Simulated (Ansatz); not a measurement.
# CH3B: atomisation energy

A script is to give an atomisation energy; the system is CH3B. SMILES: B[CH].

Program: the Python package of Ansatz 0.2.0. Level of theory: Hartree-Fock/def2-TZVPP. These are calculated values, not measurements.

### 1 The system

Bond lengths: B1–C2 1.585 Å, B1–H3 1.181 Å, B1–H4 1.181 Å, C2–H5 1.109 Å. Angles: B1–C2–H5 109.5°, C2–B1–H3 120.0°, C2–B1–H4 120.0°, H3–B1–H4 120.0°.

Input file ch3b.xyz:

```xyz
5

B    -0.51190   -0.00070    0.06360
C     0.97970   -0.47680    0.30930
H    -1.31420   -0.76290   -0.34920
H    -0.82220    1.11530    0.29490
H     1.66860    0.12500   -0.31850
```

### 2 Script

The input, tae_ch3b.py:

```python
"""Atomisation energy of CH3B at the given geometry."""

from collections import Counter

import ansatz


def energy(molecule, charge=0, unpaired=0):
    calc = (
        molecule.calculation()
        .basis(gaussian="def2-TZVPP")
        .functional("hf")
        .scf(lower_state_search="standard")
    )
    if charge:
        calc = calc.charge(charge)
    if unpaired:
        calc = calc.spin("collinear", total=unpaired)
    return calc.run(threads=1, pin="off").report["free_energy_ev"]


def main() -> None:
    system = ansatz.Crystal.molecule_from_extxyz("ch3b.xyz")

    # Hund ground states
    unpaired = {"B": 1, "C": 2, "H": 1}
    counts = Counter(site.symbol for site in system.cartesian_sites)
    atom_energy = {s: energy(ansatz.Crystal.molecule().atom(s, (0, 0, 0)), 0, unpaired[s]) for s in counts}
    whole = energy(system, 0, 2)
    for s, e in atom_energy.items():
        print(f"{s:2s} x{counts[s]}  {e:14.5f} eV")
    print(f"CH3B: {whole:.5f} eV")
    split = sum(counts[s] * e for s, e in atom_energy.items()) - whole
    print(f"atomisation energy (no zero-point term): {split:.3f} eV, {split / sum(counts.values()):.3f} eV an atom")


if __name__ == "__main__":
    main()
```

### 3 The calls as engine input

The package turns the script's settings into the engine's input (first run):

```yaml
crystal:
  periodic: [false, false, false]
  atoms:
    - { symbol: B, position_ang: [0.0, 0.0, 0.0] }
basis:
  gaussian:
    orbitals: def2-TZVPP
hamiltonian:
  xc: hf
magnetization:
  spin_polarized: true
  initial_magnetization: 1.0
scf:
  lower_state_search: standard
```

### 4 Launch

Command:

```console
> python tae_ch3b.py
```

**Question.** What does it cost to take this molecule apart into atoms?

As calculated:

| quantity | value |
| --- | --- |
| atomisation energy, no zero point | 12.796 eV |
| runs compared | 4 |

What this shows: Zero-point motion and spin-orbit terms of the atoms are left out, and both would lower it. 12.796 eV from the electronic energies, without the zero-point term. Notes:
- The geometry is a force-field or estimated start, not a minimum of this method, and the basis set is short of its limit. All parts are taken at fixed geometry, without zero-point energy.
- The species is open-shell (spin multiplicity 3).
